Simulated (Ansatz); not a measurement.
**LaP (111): surface energy and levels**

The task, for LaP: cut the (111) surface, relax it and get its surface energy and levels.

Computed with Ansatz 0.2.0 (DFT PBEsol, scalar-relativistic, plane waves, PAW, unless a step's input says otherwise).

2 further runs of the same task are left out: 2 set aside as unsound or not needed.

## 1. Starting point

It takes space group Fm-3m (No. 225, cubic). Conventional cell: a = 5.979 Å, b = 5.979 Å, c = 5.979 Å, α = 90.00°, β = 90.00°, γ = 90.00°. La (site symmetry m-3m) has 6 P at 2.99 Å as nearest neighbours. P (site symmetry m-3m) is surrounded by 6 La at 2.99 Å.

Coordinates:

```
CELL_PARAMETERS angstrom
0.00000 2.98935 2.98935
2.98935 0.00000 2.98935
2.98935 2.98935 0.00000
ATOMIC_POSITIONS crystal
La 0.50000 0.50000 0.50000
P 0.00000 0.00000 0.00000
```

It is the result of an earlier relaxation at this level (volume 26.71 Å³/atom; gap on the mesh: none (metal)).

## 2. Bulk reference on the slab's mesh

input.yaml

```yaml
crystal:
  lattice:
    - [4.227582732, 0.0, 0.0]
    - [-2.113791366, 3.6611940425, 0.0]
    - [2.113791366, 1.2203980142, 3.4518068462]
  atoms:
    - { symbol: La, position: [0.0, 0.5, 0.5] }
    - { symbol: P, position: [0.0, 0.0, 0.0] }
basis:
  ecutwfc: 420
kpoints:
  mp_grid: { grid: [9, 9, 10] }
hamiltonian:
  xc: pbesol
scf:
  occupations: { method: gaussian, width: 0.1 }
output:
  forces: true
  stress: true
  eigenvalues: true
  write_density: true
  write_potential: true
  elf: true
  volumetric_format: npy
```

The run is started by

```sh
$ ansatz run input.yaml --threads 2 --pin off --max-ram 5632MiB --backend cpu --events-out ev --progress --plain --runs-dir out
```

Log, shortened:

```text
Warning: crystal.symmetry: narrowed to the stabiliser of the k-point mesh — unitary ops 48 → 4; excluded 44 operations that carry a point of the 9×9×10 mesh (shift [0, 0, 0]) off the mesh (the run samples exactly the mesh kpoints.mp_grid names, as under crystal.symmetry.detect: false, and [...]
Warning: RAYON_NUM_THREADS=2 ignored (pool sized by the plan → 2); use --threads N
[...]
Pseudopotentials: kind: paw
Pseudopotential: La, paw, valence charge 11, recommended cutoff 420 eV (normal), La.paw.azcp
Pseudopotential: P, paw, valence charge 5, recommended cutoff 420 eV (normal), P.paw.azcp
Functional definition: PBEsol
[...]
Crystal: 2 atoms, lattice volume = 53.427 Å³
Basis set: ecut = 420 eV, 1037 PW (Γ), exchange–correlation on 60×60×60 points (8 copies of the dense FFT grid, shifted against one another)
[...]
SCF iter   6: F=-6904.433923 eV  HF=-6904.433923 eV  |F-HF|=1.03e-9  |Δ(HF+E_count)|=   3.37e-8  Δρ=1.73e-6  dr2=1.76e-9  ethr=6.25e-10  ⟨swp⟩=11.2  Hψ=21090  notcnv=0
[...]
SCF converged after 6 iterations
Free energy (F): -6904.433923 eV
[...]
E sigma→0 (E₀):  -6904.433493 eV
Entropy (-TS):   -0.000860 eV (-0.430 meV/atom)
Fermi energy:    9.170374 eV
[...]
--- Forces (eV/Å), atoms counted from 1 ---
  atom   1  La     0.00000000     0.00000000     0.00000000
  atom   2  P     -0.00000000     0.00000000     0.00000000
[...]
--- Stress (GPa, compression-positive) ---
        0.032124       0.004882       0.021663
        0.004882       0.026486       0.012507
        0.021663       0.012507      -0.043429
  P = ⅓ Tr σ = 0.0051 GPa (0.051 kbar)
--- Band table (eV; the first three rows and the last of 230) ---
  k-point 0: bands = ["-22.4982", "-6.0031", "-6.0020", "-6.0020", "-0.0772", "9.2344", "9.2357", "9.2362", "10.8718", "10.8719", "10.8726", "11.7756"]
[...]
```

Run time: 5.1 s. Hardware: 2 threads of Arm Neoverse V2, shared host; peak memory 0.43 GiB.

## 3. Changed: xc r2scan, hubbard.sites [{species: La, l: f, u_eff: 2.0}], hubbard.double_counting fll, ecutwfc left out

input.yaml

```yaml
crystal:
  lattice:
    - [4.227582732, 0.0, 0.0]
    - [-2.113791366, 3.6611940425, 0.0]
    - [2.113791366, 1.2203980142, 3.4518068462]
  atoms:
    - { symbol: La, position: [0.0, 0.5, 0.5] }
    - { symbol: P, position: [0.0, 0.0, 0.0] }
kpoints:
  mp_grid: { grid: [9, 9, 10] }
hamiltonian:
  xc: r2scan
  hubbard: { sites: [{ species: La, l: f, u_eff: 2.0 }], double_counting: fll }
scf:
  occupations: { method: gaussian, width: 0.1 }
output:
  forces: true
  eigenvalues: true
  stress: true
```

The run is started by

```sh
$ ansatz run input.yaml --threads 2 --pin off --max-ram 5632MiB --backend cpu --events-out ev --progress --plain --runs-dir out
```

Log, shortened:

```text
Warning: crystal.symmetry: narrowed to the stabiliser of the k-point mesh — unitary ops 48 → 4; excluded 44 operations that carry a point of the 9×9×10 mesh (shift [0, 0, 0]) off the mesh (the run samples exactly the mesh kpoints.mp_grid names, as under crystal.symmetry.detect: false, and [...]
Warning: RAYON_NUM_THREADS=2 ignored (pool sized by the plan → 2); use --threads N
[...]
Entropy (-TS):   -0.000389 eV (-0.195 meV/atom)
Fermi energy:    9.414772 eV
[...]
--- Forces (eV/Å), atoms counted from 1 ---
  atom   1  La     0.00000000     0.00000000    -0.00000000
  atom   2  P      0.00000000     0.00000000    -0.00000000
[...]
--- Stress (GPa, compression-positive) ---
        4.094795       0.003277       0.016103
        0.003277       4.091011       0.009297
        0.016103       0.009297       4.038335
  P = ⅓ Tr σ = 4.0747 GPa (40.747 kbar)
--- Band table (eV; the first three rows and the last of 230) ---
  k-point 0: bands = ["-23.6160", "-6.6843", "-6.6832", "-6.6831", "-0.4040", "9.4468", "9.4478", "9.4480", "11.2348", "11.2348", "11.2351", "12.0690"]
[...]
Occupation matrices written to <dir>
```

Run time: 13 s. Hardware: 2 threads of Arm Neoverse V2, shared host; peak memory 0.82 GiB.

| run | ending | energy change | pressure (GPa) | gap (eV) | force (eV/Å) | cycles | time |
| --- | --- | --- | --- | --- | --- | --- | --- |
| step 2 | converged | - | 0.0 | 0.00 | 0.00 | 6 | 5.1 s |
| variant | converged | not comparable | 4.1 | 0.00 | 0.00 | 7 | 13 s |

After a change of functional the difference of the totals has no physical meaning; the pressure goes from 0.0 to 4.1 GPa. The Hubbard U and cutoff changed too.

The bulk reference has the slab's in-plane cell, mesh and smearing. Its energy with the smearing taken to zero: -3452.2167 eV/atom.

## 4. Cutting the (111) slab

Planes are indexed in the bulk's conventional cell (Fm-3m (No. 225)), a = 5.979 Å, b = 5.979 Å, c = 5.979 Å, α = 90.00°, β = 90.00°, γ = 90.00°.

The slab is a (111) slab, 10.4 Å thick as cut, with 15 Å of vacuum; its outer planes are La (top) and La (bottom).

The slab as cut. Layers, bottom to top:

| plane | atoms per cell | height over the lowest (Å) |
| --- | --- | --- |
| 1 | La | 0.00 |
| 2 | P | 1.73 |
| 3 | La | 3.45 |
| 4 | P | 5.18 |
| 5 | La | 6.90 |
| 6 | P | 8.63 |
| 7 | La | 10.36 |

## 5. The slab as cut, atoms at the bulk's places

The cell repeats along c, and a dipole correction in the vacuum removes the field between the copies.

input.yaml

```yaml
crystal:
  lattice:
    - [4.227582732, 0.0, 0.0]
    - [-2.113791366, 3.6611940425, 0.0]
    - [0.0, 0.0, 25.3554205387]
  atoms:
    - { symbol: La, position: [0.3333333333, 0.6666666667, 0.295794739] }
    - { symbol: P, position: [0.6666666667, 0.3333333333, 0.3638631593] }
    - { symbol: La, position: [0.0, 0.0, 0.4319315797] }
    - { symbol: P, position: [0.3333333333, 0.6666666667, 0.5] }
    - { symbol: La, position: [0.6666666667, 0.3333333333, 0.5680684203] }
    - { symbol: P, position: [0.0, 0.0, 0.6361368407] }
    - { symbol: La, position: [0.3333333333, 0.6666666667, 0.704205261] }
basis:
  ecutwfc: 420
kpoints:
  mp_grid: { grid: [9, 9, 1] }
hamiltonian:
  xc: pbesol
scf:
  occupations: { method: gaussian, width: 0.1 }
output:
  forces: true
  eigenvalues: true
  write_density: true
  write_potential: true
  elf: true
  volumetric_format: npy
efield:
  axis: 3
  dipole_correction: true
  ramp_width: 0.04
```

The run is started by

```sh
$ ansatz run input.yaml --threads 2 --pin off --max-ram 5632MiB --backend cpu --events-out ev --progress --plain --runs-dir out
```

Log:

```text
Warning: RAYON_NUM_THREADS=2 ignored (pool sized by the plan → 2); use --threads N
Engine: ansatz 0.2.0, aarch64-unknown-linux-gnu
Pseudopotentials: kind: paw
Pseudopotential: La, paw, valence charge 11, recommended cutoff 420 eV (normal), La.paw.azcp
Pseudopotential: P, paw, valence charge 5, recommended cutoff 420 eV (normal), P.paw.azcp
Functional definition: PBEsol
  exchange = pbesol_x
  correlation = pbesol_c
Crystal: 7 atoms, lattice volume = 392.451 Å³
Basis set: ecut = 420 eV, 7651 PW (Γ), exchange–correlation on 60×60×360 points (8 copies of the dense FFT grid, shifted against one another)
Bands: 37, of which v1, the nominal top of the filled ones, is band 30 counted from 1 (29 counted from 0)
Symmetry: 6 space group operations
k-points: 12 of 81 (time reversal used)
Non-local potential: La, projectors of the file, l = 0: 3, l = 1: 2, l = 2: 2, l = 3: 3
Non-local potential: P, projectors of the file, l = 0: 2, l = 1: 2, l = 2: 2
PAW form: soft (Blöchl's): semilocal exchange-correlation on the pseudo side does not see the compensation charge
PAW frozen core: La, regenerated for the run's functional, and the local potential with it (the file was generated under x = pbe(κ = 0.804, μ = 0.2195149727645171), c = pbe(β = 0.06672455060314922))
PAW frozen core: P, regenerated for the run's functional, and the local potential with it (the file was generated under x = pbe(κ = 0.804, μ = 0.2195149727645171), c = pbe(β = 0.06672455060314922))
PAW one-centre angular grid: La, 590 points (default); XC on 64 Gauss nodes
PAW one-centre angular grid: P, 110 points (default); XC on 64 Gauss nodes
Initial density: superposition of atomic densities (neutral atoms: chi_scale 0, normalization atom), corrected by the library's trained network
Initial wavefunctions: pseudopotential atomic-orbital guess
Functional: x = pbesol(κ = 0.804, μ = 0.12345679012345678), c = pbesol(β = 0.046)
SCF iter   1: F=—  HF=-26873.076455 eV  |F-HF|=—  |Δ(HF+E_count)|=         —  Δρ=4.35e-3  dr2=9.74e-1  ethr=1.77e-3  p=0.000 e·Å  D=6.67e-14 V/Å  ΔV_dip=-0.00 eV  dr2_dipole=3.70e-7  V_vac-E_F(+/−)=3.12/3.12 eV  ⟨swp⟩=10.1  Hψ=2625  notcnv=0
efield: sawtooth ramp at fractional position 0.9800 (placed from the atoms, in the widest stretch of the axis that holds none; the zero of the levels goes with the place), width 0.0400; the density the first Hamiltonian is built on has a dipole p = 0.000 e·Å; the dipole correction subtracts the counter field D = 6.67e-14 V/Å, which shifts the + side's vacuum level by -0.00 eV against the − side's; the planar-averaged density in the ramp window peaks in size at 2.4e-5 e/Å³
preconditioner: auto → LDOS  [metal: Δε(μ)=0.007 eV  Ē_g=4.083 eV  σ=0.100 eV  W_gap=0.04  n_scr=70 (ndim 8)  ℏωp=9.7 eV  f_vac=0.395  D(μ)=9.43/eV (n_scr^D=70)  β→1.0]
SCF iter   2: F=—  HF=-26873.016344 eV  |F-HF|=—  |Δ(HF+E_count)|=   6.01e-2  Δρ=2.17e-3  dr2=4.13e-2  ethr=1.65e-3  p=0.000 e·Å  D=2.25e-5 V/Å  ΔV_dip=-0.00 eV  dr2_dipole=1.68e-9  V_vac-E_F(+/−)=3.28/3.28 eV  ⟨swp⟩=3.6  Hψ=778  notcnv=0  defer=6
SCF iter   3: F=—  HF=-26873.015098 eV  |F-HF|=—  |Δ(HF+E_count)|=   1.25e-3  Δρ=9.52e-4  dr2=2.03e-2  ethr=7.00e-5  p=0.000 e·Å  D=4.77e-6 V/Å  ΔV_dip=-0.00 eV  dr2_dipole=6.12e-8  V_vac-E_F(+/−)=3.29/3.29 eV  ⟨swp⟩=4.2  Hψ=894  notcnv=0  defer=9
SCF iter   4: F=—  HF=-26873.012998 eV  |F-HF|=—  |Δ(HF+E_count)|=   2.10e-3  Δρ=3.13e-4  dr2=1.19e-3  ethr=3.44e-5  p=0.000 e·Å  D=7.39e-6 V/Å  ΔV_dip=-0.00 eV  dr2_dipole=1.37e-8  V_vac-E_F(+/−)=3.31/3.31 eV  ⟨swp⟩=2.1  Hψ=610  notcnv=0  defer=9
SCF iter   5: F=—  HF=-26873.012978 eV  |F-HF|=—  |Δ(HF+E_count)|=   1.94e-5  Δρ=1.22e-4  dr2=1.08e-4  ethr=2.01e-6  p=0.000 e·Å  D=2.15e-6 V/Å  ΔV_dip=-0.00 eV  dr2_dipole=1.05e-10  V_vac-E_F(+/−)=3.30/3.30 eV  ⟨swp⟩=2.9  Hψ=791  notcnv=0  defer=9
SCF iter   6: F=—  HF=-26873.012975 eV  |F-HF|=—  |Δ(HF+E_count)|=   3.58e-6  Δρ=4.98e-5  dr2=2.11e-5  ethr=1.82e-7  p=0.000 e·Å  D=2.18e-6 V/Å  ΔV_dip=-0.00 eV  dr2_dipole=6.55e-9  V_vac-E_F(+/−)=3.29/3.29 eV  ⟨swp⟩=2.2  Hψ=768  notcnv=0  defer=9
SCF iter   7: F=—  HF=-26873.012739 eV  |F-HF|=—  |Δ(HF+E_count)|=   2.35e-4  Δρ=1.63e-5  dr2=3.11e-6  ethr=3.57e-8  p=0.000 e·Å  D=9.19e-7 V/Å  ΔV_dip=-0.00 eV  dr2_dipole=1.85e-10  V_vac-E_F(+/−)=3.29/3.29 eV  ⟨swp⟩=2.6  Hψ=799  notcnv=0  defer=9
SCF iter   8: F=—  HF=-26873.012741 eV  |F-HF|=—  |Δ(HF+E_count)|=   1.56e-6  Δρ=5.03e-6  dr2=3.00e-7  ethr=5.28e-9  p=0.000 e·Å  D=5.22e-7 V/Å  ΔV_dip=-0.00 eV  dr2_dipole=3.16e-12  V_vac-E_F(+/−)=3.29/3.29 eV  ⟨swp⟩=2.9  Hψ=838  notcnv=0  defer=9
SCF iter   9: F=-26873.012741 eV  HF=-26873.012741 eV  |F-HF|=5.93e-8  |Δ(HF+E_count)|=   2.36e-8  Δρ=2.47e-6  dr2=4.64e-8  ethr=1.69e-10  p=0.000 e·Å  D=1.03e-7 V/Å  ΔV_dip=-0.00 eV  dr2_dipole=9.65e-14  V_vac-E_F(+/−)=3.29/3.29 eV  ⟨swp⟩=30.3  Hψ=4532  notcnv=0
WARN: efield: at this solve's end the planar-averaged density reaches 1.45e-5 e/Å³ inside the ramp window [0.9406, 0.0594] (bound 1e-5 e/Å³); the window's nearer edge stands 5.99 Å from this solve's nearest atom along the axis. Its work functions, free energy, forces, stress, dipole, levels and responses can be off, and this figure does not tell by how much. A short vacuum, a low `basis.ecutwfc` or `basis.ecutrho_ratio` and negative occupations (`scf.occupations.method`) can put density there. See the manual's quickstart, § The vacuum guard
SCF 1 converged in 9 iterations: F = -26873.012741 eV  dr2 = 4.64e-8
WARN: The output density's exchange-correlation potential varies sharply where the density is thin. Do not read a vacuum level from v_tot or v_xc, or from such a field of the output density. On a cell that repeats whose density bears no net charge and no dipole along the vacuum's axis use v_es (v_loc + v_h of the components); under efield.dipole_correction with no amplitude use v_es + v_field, which holds any external_charges[].barrier, or the levels of the report's work_function block, which leave it out; under a non-zero efield.amplitude the vacuum is tilted and has no level; on a cell that repeats and bears such a dipole with no correction it is tilted too, and efield.dipole_correction with no amplitude gives each side of its ramp a level where efield: is served; in a cell that repeats whose density bears a net charge (total_charge, or a fill off its count) it is curved and has none; of a slab under crystal.periodic whose density bears no net charge use v_es, which has a level on each side, short of where the two are joined; of another it falls or rises all the way out and has none; of a slab beside external_charges read slab_vacuum_level instead, which it has where they leave it neutral. The grid or the basis barely resolves most such structure, and the values can differ between equally converged runs; as a rule a tighter scf.convergence.dr2_threshold does not remove it. Where the density itself ripples (under the LDA too) a higher basis.ecutwfc lessens it. The files hold the spikes' plane waves up to the density's cutoff. Files: v_tot_of_output_density and the like, and their columns of v_z.tsv (output.write_potential); v_xc_of_output_density and the like, and their columns of v_comp_z.tsv (output.write_potential_components). Measured: with its Gaussian average of σ = 0.25 Å subtracted twice, the exchange-correlation potential is over 0.1 eV at 5298 of the grid points where the equally averaged density (valence and model cores) is under 1e-3 e/Å³, and 0.871 eV at the most among them, at an averaged density of 2.2e-6 e/Å³. The input density's (outcome.potential() and, of a run that writes arrays, v_tot and v_xc) is over 0.1 eV, so measured, at 3396 points of its own thin density, 1.38 eV at the most. See output.write_potential in the manual, Limitations
SCF converged after 9 iterations
Free energy (F): -26873.012741 eV
Harris-Foulkes:  -26873.012741 eV  (|F-HF|=5.93e-8)
Internal energy: -26872.960091 eV  (E = F + TS)
E sigma→0 (E₀):  -26872.986416 eV
Entropy (-TS):   -0.052650 eV (-7.521 meV/atom)
Fermi energy:    3.642952 eV
Dipole field:    D = -0.000000 V/Å  (p = -0.000000 e·Å, saw-weighted, corrected)
Work function:   Φ+ = 3.2880 eV   Φ− = 3.2881 eV
Levels:          The Fermi level and band energies are counted from a zero that moves with the ramp; work functions are not
Vacuum region:   at the solve's end the planar-averaged density reaches 1.45e-5 e/Å³ inside the ramp window [0.9406, 0.0594] (bound 1e-5 e/Å³)
--- Per-component energies (eV) ---
  E_band       = -537.281383
  E_kinetic    = 970.680961
  E_local      = -23064.022503  (includes V_loc(G=0)·N_el)
  E_nonlocal   = 491.665969
  E_hartree    = 11057.328484
  E_xc         = -732.479619
  E_vxc        = -765.732102  (∫ρ·V_xc dr)
  E_paw        = -22978.355528  (= ΣΔE_a)
  E_vpaw       = -284.538988  (= ΣTr[D̂ρ^β])
  E_aug_tail   = 0.000009  (compensation charges beyond the density's cutoff)
  E_efield     = 0.000000  (sawtooth field / dipole correction)
  E_vefield    = 0.000000  (∫n·V_field dr)
  E_ewald      = 7381.405810
  E_core_change = 0.816326  (= ΣΔE_core)
  E_smearing   = -0.052650  (= −TS)
  E_closure    = 0.000000  (closes the sum)
  Σ components = -26873.012741   (vs F -26873.012741, Δ=0.00e0)
--- Forces (eV/Å), atoms counted from 1 ---
  atom   1  La     0.00000000     0.00000000     0.95989666
  atom   2  P     -0.00000000     0.00000000    -0.95373919
  atom   3  La    -0.00000000     0.00000000     0.29454282
  atom   4  P      0.00000000     0.00000000     0.00000070
  atom   5  La     0.00000000    -0.00000000    -0.29454179
  atom   6  P      0.00000000     0.00000000     0.95374290
  atom   7  La     0.00000000    -0.00000000    -0.95990135
  max |Σ_I F_I| component: 7.60e-7 eV/Å
--- Band table (eV; the first three rows and the last of 12) ---
  k-point 0: bands = ["-29.7733", "-29.7733", "-28.4759", "-28.4488", "-13.5784", "-13.5722", "-13.2383", "-13.2383", "-13.2383", "-13.2383", "-12.5586", "-12.1910", "-12.0339", "-12.0339", "-12.0063", "-12.0063", "-6.0551", "-5.6972", "-4.8501", "-0.0253", "0.5030", "1.4143", "1.4143", "1.7088", "1.7088", "1.8636", "2.6207", "2.6207", "3.1961", "3.4168", "4.1999", "4.3202", "4.4849", "4.5382", "4.6389", "4.6389", "4.7713"]
  k-point 1: bands = ["-29.7697", "-29.7697", "-28.4709", "-28.4453", "-13.5669", "-13.5621", "-13.2898", "-13.2895", "-13.2495", "-13.2495", "-12.5363", "-12.2015", "-12.0881", "-12.0690", "-12.0522", "-12.0142", "-5.9381", "-5.6606", "-4.9127", "0.1632", "0.5535", "1.2775", "1.4607", "1.4811", "1.7226", "2.1469", "2.2619", "2.5690", "3.3137", "3.3911", "4.0744", "4.2331", "4.3190", "4.4365", "4.6952", "4.7015", "4.7580"]
  k-point 2: bands = ["-29.7605", "-29.7605", "-28.4581", "-28.4368", "-13.5428", "-13.5409", "-13.4107", "-13.4104", "-13.2776", "-13.2776", "-12.4888", "-12.3028", "-12.2241", "-12.1291", "-12.0940", "-12.0380", "-5.6881", "-5.5914", "-5.0316", "0.5187", "0.8005", "0.9856", "1.1866", "1.5277", "1.7346", "2.0324", "2.1372", "2.4979", "3.3404", "3.4694", "3.6263", "3.9406", "4.4180", "4.5337", "4.6872", "4.7590", "4.7616"]
  k-point 11: bands = ["-29.7382", "-29.7382", "-28.4216", "-28.4216", "-13.5697", "-13.5697", "-13.5057", "-13.5057", "-13.4480", "-13.4472", "-12.4784", "-12.4319", "-12.4319", "-12.2967", "-12.1784", "-12.1784", "-5.4564", "-5.4564", "-4.9994", "0.7913", "0.7913", "1.1266", "1.1309", "1.5351", "1.5351", "1.9047", "1.9047", "2.0177", "3.9157", "3.9157", "4.0484", "4.0484", "4.5785", "4.6476", "4.6743", "4.6743", "4.8239"]
```

Run time: 14 s. Hardware: 2 threads of Arm Neoverse V2, shared host; peak memory 0.6 GiB.

Read from this run: work function 3.29 eV.

Plane-averaged electrostatic potential energy of an electron across the slab, counted from the Fermi level:

z (Å), V (eV) and a bar:
```
     1.69       3.29 ##############################
     2.25       3.29 ##############################
     2.54       3.28 ##############################
     3.10       3.27 ##############################
     3.38       3.26 ##############################
     3.94       3.21 ##############################
     4.51       3.06 #############################
     4.79       2.92 #############################
     5.35       2.37 ############################
     5.63       1.87 ###########################
     6.20      -0.01 ######################
     6.76      -5.22 ##########
     7.04      -8.49 ##
     7.61      -9.40 
     7.89      -8.45 ##
     8.45      -3.18 ###############
     8.73      -3.90 #############
     9.30      -6.01 ########
     9.86      -3.02 ###############
    10.14      -3.81 #############
    10.71      -8.30 ###
    10.99      -8.41 ##
    11.55      -5.81 ########
    12.11      -3.01 ###############
    12.40      -4.83 ###########
    12.96      -4.83 ###########
    13.24      -3.01 ###############
    13.80      -5.81 ########
    14.37      -8.41 ##
    14.65      -8.30 ###
    15.21      -3.81 #############
    15.49      -3.02 ###############
    16.06      -6.01 ########
    16.62      -3.90 #############
    16.90      -3.18 ###############
    17.47      -8.45 ##
    17.75      -9.40 
    18.31      -8.49 ##
    18.59      -5.22 ##########
    19.16      -0.01 ######################
    19.72       1.87 ###########################
    20.00       2.37 ############################
    20.57       2.92 #############################
    20.85       3.06 #############################
    21.41       3.21 ##############################
    21.97       3.26 ##############################
    22.26       3.27 ##############################
    22.82       3.28 ##############################
    23.10       3.29 ##############################
    23.67       3.29 ##############################
```

Density in a lattice plane of the grid's cell (edges 4.23 and 25.36 Å, at 0.667 of the third edge), which holds La and P.

Ten even steps from ' ' (0.00 e/Å³) to '@' (1.51 e/Å³):
```
            
            
            
            
  ..::..    
..@@@@@@..  
..  ..  ....
          ..
  ..........
..==  ==..  
........  ..
          ..
..  ..  ....
..@@@@@@..  
  ..::..    
            
            
            
            
            
```
Columns run along the first of these edges and rows up along the second, over one cell in 6 and 20 even steps from the bottom left corner. Atoms in the plane (fractional): La at (0.33, 0.30), P at (0.33, 0.50), La at (0.33, 0.70).

ELF in the same plane.

Values, 12 rows by 6 columns:
```
0.00 0.00 0.00 0.00 0.00 0.00
0.23 0.11 0.07 0.11 0.23 0.31
0.09 0.39 0.69 0.39 0.09 0.29
0.30 0.44 0.77 0.44 0.30 0.65
0.13 0.09 0.18 0.09 0.14 0.31
0.65 0.76 0.01 0.79 0.64 0.12
0.14 0.09 0.18 0.08 0.13 0.32
0.29 0.44 0.77 0.44 0.30 0.65
0.09 0.39 0.69 0.39 0.09 0.29
0.23 0.11 0.07 0.11 0.23 0.31
0.00 0.00 0.00 0.00 0.00 0.00
0.00 0.00 0.00 0.00 0.00 0.00
```
Columns run along the first of these edges and rows up along the second, over one cell in 6 and 12 even steps from the bottom left corner. Atoms in the plane (fractional): La at (0.33, 0.30), P at (0.33, 0.50), La at (0.33, 0.70).

Both are smooth fields of the valence electrons: close to the nuclei they are not physical.

Outside the cores ELF peaks at 0.85 in the shell around P, 0.9 Å from P.

[end of part 1 of 2]
